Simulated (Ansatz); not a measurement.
# Fe (diamond type): a single-point run

Wanted: a converged single-point run for Fe (diamond type), and a check of what comes out. The structure is shown as the input types it.

Computed with Ansatz 0.2.0 (DFT, PBEsol, PAW with Ansatz's default frozen-core files, scalar-relativistic, unless a step's input says otherwise).

2 further runs of the same task are left out: 1 that didn't finish, 1 set aside as unsound or not needed. Runs told in other sessions of the task aren't counted.

## Step 1: The starting structure

It takes space group Fd-3m (No. 227, cubic). The conventional cell has a = 4.053 Å, b = 4.053 Å, c = 4.053 Å, α = 90.00°, β = 90.00°, γ = 90.00°. Fe (site symmetry -43m) is surrounded by 4 Fe at 1.76 Å.

Structure file:

```
CELL_PARAMETERS angstrom
0.00000 2.02665 2.02665
2.02665 0.00000 2.02665
2.02665 2.02665 0.00000
ATOMIC_POSITIONS crystal
Fe 0.87500 0.87500 0.87500
Fe 0.12500 0.12500 0.12500
```

## Step 2: The run

The input, input.yaml:

```yaml
crystal:
  lattice:
    - [0.0, 2.026654247, 2.026654247]
    - [2.026654247, 0.0, 2.026654247]
    - [2.026654247, 2.026654247, 0.0]
  atoms:
    - { symbol: Fe, position: [-0.125, -0.125, -0.125], spin: 2.5 }
    - { symbol: Fe, position: [0.125, 0.125, 0.125], spin: 2.5 }
magnetization:
  spin_polarized: true
kpoints:
  mp_grid: { grid: [15, 15, 15] }
scf:
  occupations: { method: methfessel_paxton, width: 2.0 }
  max_iter: 75
hamiltonian:
  xc: pbesol
  pseudopotentials: { kind: paw }
output:
  forces: true
  stress: true
  eigenvalues: true
  populations: true
```

Command:

```sh
ansatz run input.yaml --threads 1 --pin off --max-ram 3072MiB --backend cpu --events-out ev --progress --plain --runs-dir out
```

What happens when this is run?

The run converged and reported no error, with warnings (seeded moment not kept, stability check not made). It gives a pressure of 269 GPa, which is large; a structure far from rest gives such values too, whatever the setting.

The suspect setting: scf.occupations.method is methfessel_paxton; scf.occupations.width is 2.0. The width is far wider than usual, so occupations near the Fermi level are blurred and the entropy term grows.

The test: set scf.occupations.method to fermi_dirac and scf.occupations.width to 0.08.
